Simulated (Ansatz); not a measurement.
What does this script print? It uses the Python package of Ansatz (0.2.0).

`c2h5closi.xyz`
```text
10

C    -2.04790    0.38710    0.47810
C    -0.90770    0.04900   -0.12750
O     0.29680    0.15520    0.51560
Si    1.71450   -0.26680   -0.24180
Cl    3.22140    0.06030    1.10080
H    -2.04890    0.75590    1.49890
H    -3.00040    0.30210   -0.03330
H    -0.89140   -0.32050   -1.14590
H     1.71190   -1.70610   -0.60890
H     1.95170    0.58400   -1.43600
```

The script, `c2h5closi_disp.py`:
```python
# -*- coding: utf-8 -*-
"""Dispersion corrections for C2H5ClOSi."""

import ansatz as az


def main():
    system = az.Crystal.molecule_from_extxyz("c2h5closi.xyz")

    job = system.calculation().basis(gaussian="def2-SVP")
    for name in ["b3lyp", "r2scan"]:
        for correction in ("d3bj", "d4"):
            report = job.functional(name, dispersion=correction).run(threads=1, pin="off").report
            print(f"{name:8s} {correction:5s} total {report['free_energy_ev']:.5f} eV, of which dispersion {1000 * report['dispersion']['energy']['ev']:.2f} meV")


if __name__ == "__main__":
    main()
```

```console
$ python c2h5closi_disp.py
b3lyp    d3bj  total -24595.93051 eV, of which dispersion -383.38 meV
b3lyp    d4    total -24595.89479 eV, of which dispersion -347.67 meV
DeckWarning: the engine holds no damping parameters fitted to this dispersion correction and functional, so the run takes those fitted to r2scan beside the three-body term, which d3bj leaves out (hamiltonian.dispersion, under Limitations)
r2scan   d3bj  total -24590.78220 eV, of which dispersion -61.85 meV
r2scan   d4    total -24590.77449 eV, of which dispersion -54.14 meV
```
(Warnings from the package without file and line.)

Reading the output:
- Total energies depend on the basis set; only differences at equal settings carry meaning.
- The geometry is a force-field or estimated start, not a minimum of this method, and the basis set is short of its limit. D4 holds the three-body term, and d3bj doesn't.
- b3lyp holds the VWN-RPA fit, as in Gaussian; the form of ORCA and Turbomole is b3lyp5.
- A dispersion term here runs with damping parameters fitted for another variant or functional.
- Hardware and time: 20 s on 1 thread of Arm Neoverse V2, with other jobs on the host, peak memory 0.26 GiB.
